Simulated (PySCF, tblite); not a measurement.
# C4H9BN2: geometry, infrared bands, NMR shifts, spin-spin couplings and electronic excitations, part 2 of 2

tblite 0.8.0 and PySCF 2.14.0. Atoms count from 0. Earlier steps stand in the parts before.

## Step 6: Indirect couplings: B3LYP/pcJ-1

What the job is given:

```
{"job": {"kind": "j", "xc": "B3LYP", "basis": "pcJ-1"}, "charge": 0, "multiplicity": 1}
C      3.119938    -0.435036    -0.012070
C      1.728303    -0.093167    -0.252717
C      0.560500     0.191736    -0.454151
B     -0.919970     0.552023    -0.724929
N     -1.297405     0.905677    -2.044611
N     -1.858092     0.526012     0.336878
C     -1.604650     0.170693     1.705329
H      3.660113     0.404653     0.453709
H      3.639142    -0.686296    -0.950483
H      3.207222    -1.301912     0.661974
H     -0.630032     0.919131    -2.800487
H     -2.236483     1.156567    -2.318063
H     -2.824294     0.752611     0.135878
H     -1.896501     0.971521     2.408629
H     -0.529019    -0.010249     1.838613
H     -2.135546    -0.749355     2.012930
```

Level: B3LYP/pcJ-1 indirect spin-spin coupling, non-relativistic, gas phase.

What it wrote:

```text
coarse grid: 13136 points
cycle   1  E = -292.1216091863  dE =  6.578e-01  |g| = 6.288e-01  |ddm| = 3.354e+00
cycle   2  E = -292.0485518487  dE =  7.306e-02  |g| = 8.406e-01  |ddm| = 1.108e+00
cycle   3  E = -292.2031595248  dE = -1.546e-01  |g| = 2.353e-01  |ddm| = 7.171e-01
cycle   4  E = -292.2161290737  dE = -1.297e-02  |g| = 7.267e-02  |ddm| = 2.046e-01
cycle   5  E = -292.2172318824  dE = -1.103e-03  |g| = 2.328e-02  |ddm| = 5.204e-02
cycle   6  E = -292.2173555634  dE = -1.237e-04  |g| = 3.002e-03  |ddm| = 1.828e-02
cycle   7  E = -292.2173575480  dE = -1.985e-06  |g| = 6.120e-04  |ddm| = 2.717e-03
final grid: 126376 points
cycle   8  E = -292.2673935373  dE = -1.048e-04  |g| = 7.885e-03  |ddm| = 2.756e-02
cycle   9  E = -292.2673846454  dE =  8.892e-06  |g| = 1.026e-02  |ddm| = 1.062e-02
cycle  10  E = -292.2674063775  dE = -2.173e-05  |g| = 1.085e-03  |ddm| = 5.944e-03
cycle  11  E = -292.2674064478  dE = -7.032e-08  |g| = 9.311e-04  |ddm| = 1.302e-03
cycle  12  E = -292.2674066329  dE = -1.851e-07  |g| = 3.235e-04  |ddm| = 7.369e-04
cycle  13  E = -292.2674066589  dE = -2.599e-08  |g| = 1.705e-05  |ddm| = 2.370e-04
cycle  14  E = -292.2674066590  dE = -4.229e-11  |g| = 9.581e-06  |ddm| = 1.753e-05
converged SCF energy = -292.2674066590

Indirect spin-spin couplings (Hz)
  i      j    bonds     total        FC       PSO       DSO        SD
  0 C    1 C    1     73.749    75.359    -1.774     0.164         -
  0 C    2 C    2     10.630    11.020    -0.254    -0.136         -
  0 C    3 B    3      1.805     1.705     0.112    -0.057     0.044
  0 C    4 N    4      0.332     0.327    -0.010     0.015    -0.001
  0 C    5 N    4      0.237     0.231    -0.008     0.015    -0.001
  0 C    7 H    1    136.794   135.051     1.206     0.537         -
  0 C    8 H    1    137.453   135.720     1.197     0.536         -
  0 C    9 H    1    137.153   135.414     1.200     0.538         -
  1 C    2 C    1    163.534   157.343     6.061     0.131         -
  1 C    3 B    2     20.449    19.030     1.170    -0.094     0.343
  1 C    4 N    3     -1.223    -1.217     0.093     0.020    -0.119
  1 C    5 N    3     -1.091    -1.136     0.167     0.019    -0.140
  1 C    6 C    4      0.228     0.216     0.025    -0.014         -
  1 C    7 H    2    -10.637   -10.529     0.102    -0.211         -
  1 C    8 H    2    -10.453   -10.318     0.081    -0.216         -
  1 C    9 H    2    -10.490   -10.363     0.085    -0.212         -
  1 C   11 H    4      1.400     1.364     0.429    -0.392         -
  1 C   12 H    4      1.433     1.463     0.371    -0.400         -
  1 C   14 H    5     -0.172     0.113    -0.521     0.237         -
  2 C    3 B    1    110.020   110.809    -1.465     0.329     0.347
  2 C    4 N    2     -5.131    -5.120    -0.052    -0.010     0.051
  2 C    5 N    2     -4.320    -4.306    -0.057    -0.015     0.059
  2 C    6 C    3      3.028     3.060    -0.065     0.032         -
  2 C    7 H    3      4.496     4.225     0.665    -0.394         -
  2 C    8 H    3      4.716     4.442     0.669    -0.395         -
  2 C    9 H    3      4.638     4.367     0.664    -0.393         -
  2 C   10 H    3      3.445     3.350    -0.040     0.135         -
  2 C   11 H    3      9.815     9.814     0.472    -0.471         -
  2 C   12 H    3      7.508     7.488     0.477    -0.457         -
  2 C   13 H    4     -0.369    -0.385     0.164    -0.149         -
  2 C   15 H    4     -0.438    -0.457     0.134    -0.116         -
  3 B    4 N    1    -36.847   -38.859     2.296    -0.108    -0.175
  3 B    5 N    1    -37.583   -39.698     2.487    -0.128    -0.244
  3 B    6 C    2      3.287     3.445    -0.095    -0.056    -0.007
  3 B    7 H    4     -1.713    -1.721     0.181    -0.186     0.014
  3 B    8 H    4     -1.808    -1.822     0.185    -0.186     0.015
  3 B    9 H    4     -1.758    -1.771     0.187    -0.189     0.015
  3 B   10 H    2      2.035     2.944    -0.092    -0.715    -0.101
  3 B   11 H    2      2.248     3.186    -0.030    -0.785    -0.123
  3 B   12 H    2      1.828     2.820    -0.273    -0.595    -0.124
  3 B   13 H    3      3.268     3.323     0.407    -0.452    -0.010
  3 B   14 H    3      5.267     5.472    -0.351     0.172    -0.026
  3 B   15 H    3      2.116     2.184     0.351    -0.407    -0.011
  4 N    5 N    2      1.967     1.770    -0.096    -0.000     0.293
  4 N    6 C    3     -1.446    -1.461    -0.006     0.032    -0.011
  4 N    7 H    5     -0.274    -0.289    -0.046     0.057     0.004
  4 N    8 H    5     -1.181    -1.204    -0.020     0.034     0.008
  4 N    9 H    5     -0.760    -0.772    -0.059     0.068     0.004
  4 N   10 H    1    -89.651   -86.138    -2.843    -0.253    -0.417
  4 N   11 H    1    -84.862   -81.052    -3.117    -0.257    -0.436
  4 N   12 H    3     -1.471    -1.710     0.158    -0.004     0.085
  4 N   13 H    4     -0.178    -0.193    -0.100     0.110     0.004
  4 N   15 H    4     -0.187    -0.201    -0.096     0.107     0.003
  5 N    6 C    1    -14.076   -13.429     0.055    -0.077    -0.625
  5 N    7 H    5     -0.283    -0.303    -0.035     0.050     0.005
  5 N    8 H    5     -0.726    -0.739    -0.058     0.068     0.004
  5 N    9 H    5     -0.585    -0.609    -0.026     0.041     0.009
  5 N   10 H    3     -4.461    -4.521    -0.167     0.220     0.006
  5 N   11 H    3     -1.067    -1.330     0.166     0.008     0.089
  5 N   12 H    1    -81.984   -78.072    -3.150    -0.373    -0.389
  5 N   13 H    2      0.156     0.273    -0.219     0.102    -0.001
  5 N   14 H    2      0.080     0.283    -0.238     0.061    -0.026
  5 N   15 H    2      0.191     0.304    -0.221     0.103     0.006
  6 C    8 H    6      0.321     0.339     0.136    -0.153         -
  6 C    9 H    6      0.205     0.220    -0.001    -0.014         -
  6 C   10 H    4      1.396     1.431     0.351    -0.385         -
  6 C   12 H    2      1.251     1.219     0.556    -0.523         -
  6 C   13 H    1    138.696   137.251     0.793     0.652         -
  6 C   14 H    1    140.239   138.957     0.574     0.708         -
  6 C   15 H    1    139.188   137.753     0.781     0.654         -
  7 H    8 H    2    -18.210   -18.263     2.794    -2.740         -
  7 H    9 H    2    -18.492   -18.548     2.786    -2.730         -
  7 H   10 H    6     -0.271    -0.209     0.291    -0.352         -
  7 H   11 H    6     -0.270    -0.191     0.789    -0.868         -
  7 H   12 H    6     -0.329    -0.252     0.805    -0.882         -
  8 H    9 H    2    -17.687   -17.738     2.797    -2.746         -
  8 H   11 H    6      0.622     0.697     0.716    -0.792         -
  9 H   10 H    6     -0.196    -0.128     0.489    -0.557         -
  9 H   11 H    6      0.187     0.267     0.829    -0.909         -
 10 H   11 H    2     -1.290    -2.219     6.410    -5.481         -
 10 H   13 H    5     -0.265    -0.173     1.254    -1.346         -
 10 H   14 H    5     -0.215    -0.117     1.013    -1.111         -
 10 H   15 H    5     -0.325    -0.231     1.221    -1.314         -
 11 H   12 H    4      0.156     0.125    -1.379     1.410         -
 11 H   13 H    5     -0.282    -0.197     0.809    -0.893         -
 11 H   15 H    5     -0.320    -0.233     0.819    -0.905         -
 12 H   13 H    3      2.711     2.853     0.832    -0.974         -
 12 H   14 H    3     16.325    16.362     3.626    -3.663         -
 12 H   15 H    3      1.746     1.900     0.990    -1.144         -
 13 H   14 H    2    -14.862   -14.878     2.371    -2.355         -
 13 H   15 H    2    -10.289   -10.340     2.557    -2.506         -
 14 H   15 H    2    -14.666   -14.687     2.356    -2.335         -
```

It took 2.3 min on 1 thread of Arm Neoverse N1, shared host; peak memory 1.2 GiB.

Couplings of 1 Hz or more, nine at most for each number of bonds, with means over like pairs (isotopes 11B, 13C, 1H, 15N):

| pair | bonds | J (Hz) | Fermi contact (Hz) | dihedral (°) |
| --- | --- | --- | --- | --- |
| C1–C2 | 1 | 163.5 | 157.3 | – |
| C6–H13 | 1 | 139.4 | 138.0 | – |
| C0–H7 | 1 | 137.1 | 135.4 | – |
| C2–B3 | 1 | 110.0 | 110.8 | – |
| N4–H10 | 1 | -87.3 | -83.6 | – |
| N5–H12 | 1 | -82.0 | -78.1 | – |
| C0–C1 | 1 | 73.7 | 75.4 | – |
| B3–N5 | 1 | -37.6 | -39.7 | – |
| B3–N4 | 1 | -36.8 | -38.9 | – |
| C1–B3 | 2 | 20.4 | 19.0 | – |
| H7–H8 | 2 | -18.1 | -18.2 | – |
| H13–H14 | 2 | -13.3 | -13.3 | – |
| C0–C2 | 2 | 10.6 | 11.0 | – |
| C1–H7 | 2 | -10.5 | -10.4 | – |
| C2–N4 | 2 | -5.1 | -5.1 | – |
| C2–N5 | 2 | -4.3 | -4.3 | – |
| B3–C6 | 2 | 3.3 | 3.4 | – |
| B3–H10 | 2 | 2.1 | 3.1 | – |
| C2–H12 | 3 | 7.5 | 7.5 | -179 |
| H12–H13 | 3 | 6.9 | 7.0 | – |
| C2–H10 | 3 | 6.6 | 6.6 | – |
| C2–H7 | 3 | 4.6 | 4.3 | – |
| B3–H13 | 3 | 3.6 | 3.7 | – |
| C2–C6 | 3 | 3.0 | 3.1 | -1 |
| N5–H10 | 3 | -2.8 | -2.9 | – |
| C0–B3 | 3 | 1.8 | 1.7 | – |
| N4–H12 | 3 | -1.5 | -1.7 | 1 |
| B3–H7 | 4 | -1.8 | -1.8 | – |
| C1–H12 | 4 | 1.4 | 1.5 | – |

The spin-dipole term was solved for some atoms only; pairs without it lack that part.

Quadrupole couplings from the field gradients of the same density:

| atom | isotope | eQq/h (MHz) | η |
| --- | --- | --- | --- |
| N5 | 14N | -4.474 | 0.50 |
| N4 | 14N | -4.258 | 0.44 |
| B3 | 11B | 2.546 | 0.13 |

## Step 7: Ultraviolet spectrum: wB97X-D/def2-SVPD

The job, as its differences from that of step 6:

```diff
@@ -1,2 +1,2 @@
-{"job": {"kind": "j", "xc": "B3LYP", "basis": "pcJ-1"}, "charge": 0, "multiplicity": 1}
+{"job": {"kind": "uv", "xc": "wB97X-D", "basis": "def2-SVPD", "ip": true}, "charge": 0, "multiplicity": 1}
 C      3.119938    -0.435036    -0.012070
```

Method: TDDFT wB97X-D/def2-SVPD, vertical, gas phase, core orbitals frozen in the response.

What it wrote:

```text
coarse grid: 13136 points
cycle   1  E = -291.8450485073  dE =  8.564e-01  |g| = 4.746e-01  |ddm| = 8.717e+00
cycle   2  E = -291.8622769536  dE = -1.723e-02  |g| = 4.446e-01  |ddm| = 1.630e+00
cycle   3  E = -291.9051031596  dE = -4.283e-02  |g| = 9.097e-02  |ddm| = 9.043e-01
cycle   4  E = -291.9068458905  dE = -1.743e-03  |g| = 4.475e-02  |ddm| = 2.389e-01
cycle   5  E = -291.9073262841  dE = -4.804e-04  |g| = 9.479e-03  |ddm| = 1.191e-01
cycle   6  E = -291.9073485036  dE = -2.222e-05  |g| = 1.681e-03  |ddm| = 3.064e-02
cycle   7  E = -291.9073496583  dE = -1.155e-06  |g| = 3.803e-04  |ddm| = 1.065e-02
final grid: 126376 points
cycle   8  E = -291.9464326076  dE = -9.623e-05  |g| = 8.129e-03  |ddm| = 2.213e-01
cycle   9  E = -291.9464343599  dE = -1.752e-06  |g| = 7.851e-03  |ddm| = 3.268e-02
cycle  10  E = -291.9464469099  dE = -1.255e-05  |g| = 4.986e-04  |ddm| = 1.195e-02
cycle  11  E = -291.9464469529  dE = -4.301e-08  |g| = 3.955e-04  |ddm| = 3.385e-03
cycle  12  E = -291.9464469904  dE = -3.743e-08  |g| = 1.157e-04  |ddm| = 1.003e-03
cycle  13  E = -291.9464469938  dE = -3.453e-09  |g| = 2.576e-05  |ddm| = 3.201e-04
cycle  14  E = -291.9464469941  dE = -2.231e-10  |g| = 8.487e-06  |ddm| = 9.157e-05
converged SCF energy = -291.9464469941

Static polarisability (au): isotropic 81.086, principal 58.070 80.141 105.047

Singlet excitations
state   eV       nm        f      main configurations
  1   5.8021    213.7   0.00006   H-2->L+1 0.94
  2   6.0332    205.5   0.00283   H->L 0.81
  3   6.2252    199.2   0.07015   H-1->L+1 0.55, H->L+1 0.14, H-2->L+3 0.13
  4   6.5527    189.2   0.13828   H->L+1 0.82, H-1->L+1 0.11
  5   6.6007    187.8   0.00112   H-1->L+3 0.38, H-1->L+4 0.30, H-1->L+5 0.08
  6   6.8383    181.3   0.00201   H->L+3 0.46, H-1->L 0.38
  7   7.1376    173.7   0.02952   H-2->L 0.30, H-2->L+2 0.16, H->L+3 0.13
  8   7.1464    173.5   0.02941   H-2->L 0.29, H-2->L+2 0.15, H-1->L 0.14
  9   7.4184    167.1   0.00641   H->L+2 0.34, H->L+5 0.27, H->L+4 0.15
 10   7.7504    160.0   0.00854   H-1->L+2 0.43, H->L+4 0.20, H-1->L 0.09

Triplet excitations (Tamm-Dancoff, eV): 4.9352 5.4224 5.6059 5.7251
Vertical ionisation energy (delta-SCF) = 8.5347 eV
```

It took 6.3 min on 1 thread of Arm Neoverse N1, shared host; peak memory 0.97 GiB.

The orbitals next to the gap, with their largest atomic shares:

| orbital | eV | atoms |
| --- | --- | --- |
| HOMO−3 | -10.83 | N4 33 %, B3 18 %, N5 12 % |
| HOMO−2 | -9.13 | C2 40 %, C1 39 %, C0 8 % |
| HOMO−1 | -9.00 | C2 33 %, C1 32 %, N4 15 % |
| HOMO | -8.36 | N5 44 %, N4 22 %, C6 10 % |
| LUMO | 1.88 | B3 55 %, H11 8 %, H12 7 % |
| LUMO+1 | 2.21 | C1 23 %, C2 23 %, B3 21 % |
| LUMO+2 | 2.58 | C0 34 %, C1 12 %, H9 10 % |

With each of the 10 states as a Gaussian band of 0.4 eV half-width at 1/e, the curve within the window shown has maxima at 191 nm (ε 7,600) L/(mol cm). Beyond the last state computed it falls off for lack of states. The curve at chosen wavelengths:

```csv
nm,ε (L/mol/cm)
154,232
157,433
161,841
164,1320
167,1949
171,2811
174,3360
178,4163
181,5025
184,6065
188,7237
191,7575
194,7325
198,6247
201,5133
204,3969
208,2576
211,1746
214,1121
218,573
221,328
225,145
228,75
231,37
235,14
238,6
```

Leading natural transition orbitals of singlet state 4: the hole lies on N4, N5 about 35 % each; the particle on B3 28 %; C1 25 %; C2 19 %.

Leading natural transition orbitals of singlet state 1: the hole lies on C1, C2 about 43 % each; the particle on C1, C2 about 29 % each; B3 18 %.

Further results of this job:

| property | computed |
| --- | --- |
| dipole moment (D) | 0.37 |
| polarisability (Å³) | 12.02 |
| HOMO–LUMO gap (eV) | 10.24 |
| −ε(HOMO) (eV) | 8.36 |

## Step 8: Nuclear shieldings: CAM-B3LYP/pcSseg-1

The job, as its differences from that of step 7:

```diff
@@ -1,2 +1,2 @@
-{"job": {"kind": "uv", "xc": "wB97X-D", "basis": "def2-SVPD", "ip": true}, "charge": 0, "multiplicity": 1}
+{"job": {"kind": "nmr", "xc": "CAM-B3LYP", "basis": "pcSseg-1", "pop": false}, "charge": 0, "multiplicity": 1}
 C      3.119938    -0.435036    -0.012070
```

Method: GIAO CAM-B3LYP/pcSseg-1 NMR shielding, non-relativistic, gas phase.

What it wrote:

```text
coarse grid: 13136 points
cycle   1  E = -291.9322239792  dE =  8.767e-01  |g| = 5.118e-01  |ddm| = 3.660e+00
cycle   2  E = -291.9377951193  dE = -5.571e-03  |g| = 5.258e-01  |ddm| = 8.353e-01
cycle   3  E = -291.9957817801  dE = -5.799e-02  |g| = 1.157e-01  |ddm| = 4.075e-01
cycle   4  E = -291.9985216977  dE = -2.740e-03  |g| = 5.120e-02  |ddm| = 1.027e-01
cycle   5  E = -291.9991023043  dE = -5.806e-04  |g| = 1.193e-02  |ddm| = 4.326e-02
cycle   6  E = -291.9991345719  dE = -3.227e-05  |g| = 1.716e-03  |ddm| = 1.168e-02
cycle   7  E = -291.9991353780  dE = -8.061e-07  |g| = 3.458e-04  |ddm| = 2.563e-03
final grid: 126376 points
cycle   8  E = -292.0501542147  dE = -2.761e-05  |g| = 5.249e-03  |ddm| = 2.520e-02
cycle   9  E = -292.0501544975  dE = -2.828e-07  |g| = 5.312e-03  |ddm| = 6.392e-03
cycle  10  E = -292.0501601055  dE = -5.608e-06  |g| = 4.110e-04  |ddm| = 2.912e-03
cycle  11  E = -292.0501601391  dE = -3.364e-08  |g| = 1.857e-04  |ddm| = 3.845e-04
cycle  12  E = -292.0501601456  dE = -6.448e-09  |g| = 9.613e-05  |ddm| = 1.828e-04
cycle  13  E = -292.0501601478  dE = -2.204e-09  |g| = 1.229e-05  |ddm| = 7.575e-05
cycle  14  E = -292.0501601478  dE = -4.741e-11  |g| = 4.743e-06  |ddm| = 1.739e-05
converged SCF energy = -292.0501601478

GIAO shielding tensors (ppm)
atom      isotropic    diamagn.    paramagn.     s11        s22        s33       span
  0 C      178.226     249.567     -71.341    170.580    170.946    193.150     22.570
  1 C       76.775     275.120    -198.345    -11.115    -10.162    251.604    262.718
  2 C       94.171     258.283    -164.112     -0.037      6.994    275.557    275.595
  3 B       77.767     195.824    -118.058     46.453     82.065    104.781     58.328
  4 N      201.124     316.958    -115.833    150.419    201.580    251.374    100.955
  5 N      190.820     320.759    -129.939    125.204    206.199    241.056    115.852
  6 C      150.245     243.824     -93.579    128.956    138.974    182.806     53.850
  7 H       29.459      27.472       1.987     24.637     27.753     35.987     11.349
  8 H       29.485      26.569       2.916     24.532     27.795     36.128     11.595
  9 H       29.460      29.174       0.286     24.543     27.928     35.910     11.367
 10 H       29.274      31.618      -2.344     22.925     27.431     37.465     14.540
 11 H       29.710      30.780      -1.070     23.626     26.992     38.512     14.885
 12 H       29.841      32.042      -2.201     21.832     30.616     37.075     15.243
 13 H       28.753      28.292       0.461     24.038     26.637     35.584     11.546
 14 H       27.880      31.421      -3.542     23.249     29.317     31.073      7.824
 15 H       28.706      28.955      -0.248     23.999     26.540     35.580     11.580
```

Wall time 45 s (1 thread of Arm Neoverse N1, shared host); peak memory 0.86 GiB.

This run: δ C1 105.7, C2 88.3, C6 32.2, C0 4.2, H13 2.88, H7 1.86 ppm (means over like atoms).

## Step 9: Run by run: NMR shifts

Shifts (ppm) of some atoms, chosen among heavy atoms and hydrogens apart, means over like atoms, with basis size and wall time:

| run | C1 | C2 | C6 | C0 | H10 | H12 | B3 | functions | time |
| --- | --- | --- | --- | --- | --- | --- | --- | --- | --- |
| PBE0/pcSseg-1 | 104.4 | 87.9 | 32.8 | 5.6 | 1.91 | 1.57 | 19.5 | 164 | 49 s |
| CAM-B3LYP/pcSseg-1 | 105.7 | 88.3 | 32.2 | 4.2 | 1.84 | 1.49 | 21.6 | 164 | 45 s |

## Step 10: Results

The summary covers parts 1 to 2.

| quantity | value |
| --- | --- |
| strongest single infrared mode (GFN2-xTB) | 1455 cm⁻¹, 243 km/mol |
| zero-point energy (GFN2-xTB) | 81.5 kcal/mol |
| point group | C1 |
| rotational constants (main isotopes) | 3.68, 1.47, 1.07 GHz |
| 13C shifts against TMS (PBE0/pcSseg-1) | 104.4, 87.9, 32.8, 5.6 ppm |
| 1H shifts against TMS (PBE0/pcSseg-1, means over atoms taken as alike) | 2.90, 1.93, 1.91, 1.57 ppm |
| 11B shifts against BF3·OEt2 (PBE0/pcSseg-1) | 19.5 ppm |
| 15N shifts against NH3 (PBE0/pcSseg-1) | 76.5, 66.5 ppm |
| surface potential, 1st and 99th percentile | -1.21 V and 1.47 V |
| largest coupling of the table (B3LYP/pcJ-1) | 1J(C,C) C1–C2, 163.5 Hz |
| lowest singlet (wB97X-D/def2-SVPD) | 5.80 eV (214 nm), f = 0.000 |
| brightest single state of those computed | state 4, 6.55 eV, f = 0.138 |
| lowest triplet | 4.94 eV |
| vertical ionisation energy (ΔSCF) | 8.53 eV |
| range of the shift of B3 | 19.5 to 21.6 ppm |

Over 104 steps the energy fell by 1.740 eV; of the close pairs, B3–N5 changed most, 1.539 to 1.406 Å (GFN2-xTB). The lowest mode is slightly imaginary (13i cm⁻¹), a soft motion within the noise of the Hessian, so the minimum is not strictly shown. The strongest single mode, at 1455 cm⁻¹, is carried by N5, B3, H12, H13. Unscaled tight-binding wavenumbers are off by several per cent, some by more. Its intensities can rank the bands wrongly. Over 8 steps the energy fell by 0.216 eV; of the close pairs, C2–B3 changed most, 1.474 to 1.548 Å (PBE0/def2-SVP). In the run at B3LYP/pcJ-1, the largest coupling of the table is C1–C2, 163.5 Hz, of which the Fermi-contact term gives 157.3 Hz. Couplings across rotatable bonds belong to this one conformer; where others are populated, the observed values are averages. The first singlet state (HOMO−2→LUMO+1 0.94) lies at 5.80 eV and is dark; of the 10 states computed, the strongest absorption comes from state 4 at 6.55 eV. The lowest triplet lies 0.87 eV below the lowest singlet (triplets in Tamm-Dancoff, singlets in full TDDFT). The orbital energy would give 8.36 eV for ionisation, ΔSCF gives 8.53 eV. In ppm, B3 moves most: its shift spreads over 2.1 ppm, from 19.5 (PBE0/pcSseg-1) to 21.6 (CAM-B3LYP/pcSseg-1).
